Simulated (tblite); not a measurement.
# C5H12OSi2: the cost of one run

The runs use tblite 0.8.0 and PySCF 2.14.0, with density-fitted response routines of our own; the level of theory stands in each step. All values are computed, except where a source is named. Atoms are numbered from 0 throughout.

### 1 The molecule as given

20 atoms, charge 0, multiplicity 1; geometry from: force field or distance geometry start.

Bonds of the start (Å): C0–C1 1.52, C1–C2 1.49, C2–Si3 1.88, C2–C4 1.47, C4–C5 1.28, C5–O6 1.37, O6–Si7 1.76, Si7–C2 1.87, C0–H8 1.11, C0–H9 1.10, C0–H10 1.10, C1–H11 1.10, C1–H12 1.12, Si3–H13 1.48, Si3–H14 1.49, Si3–H15 1.45, C4–H16 1.12, C5–H17 1.12, Si7–H18 1.44, Si7–H19 1.47.

### 2 Geometry optimisation with GFN2-xTB

Job settings and geometry (Å):

```
{"job": {"kind": "relax", "xc": "GFN2-xTB", "basis": "xTB"}, "charge": 0, "multiplicity": 1}
C      1.655400    -1.382700     0.115000
C      1.333800     0.082800    -0.115000
C     -0.113600     0.399100     0.011500
Si    -0.314700     2.238500    -0.300500
C     -0.758900    -0.077900     1.240900
C     -1.508000    -1.112300     1.171100
O     -1.666300    -1.718400    -0.052800
Si    -1.162400    -0.515200    -1.232500
H      0.822100    -2.037000    -0.199900
H      2.529000    -1.656600    -0.487500
H      1.902100    -1.495000     1.185300
H      1.683000     0.366100    -1.114300
H      1.874400     0.678400     0.666800
H      0.555800     2.538900    -1.463500
H      0.169300     2.937100     0.920700
H     -1.667500     2.601400    -0.663900
H     -0.581600     0.471800     2.204700
H     -2.021700    -1.539900     2.069900
H     -0.422800    -1.081100    -2.336900
H     -2.312400     0.312600    -1.622200
```

Started as:

```
$ OMP_NUM_THREADS=1 python probes_run.py task.json out
```

The driver reads the jobs from task.json and runs them one after another.

Q: Estimate the wall time and peak memory of this first job on 1 thread of Arm Neoverse N1, shared host.

About 1.8 s, with a peak of 0.18 GiB.
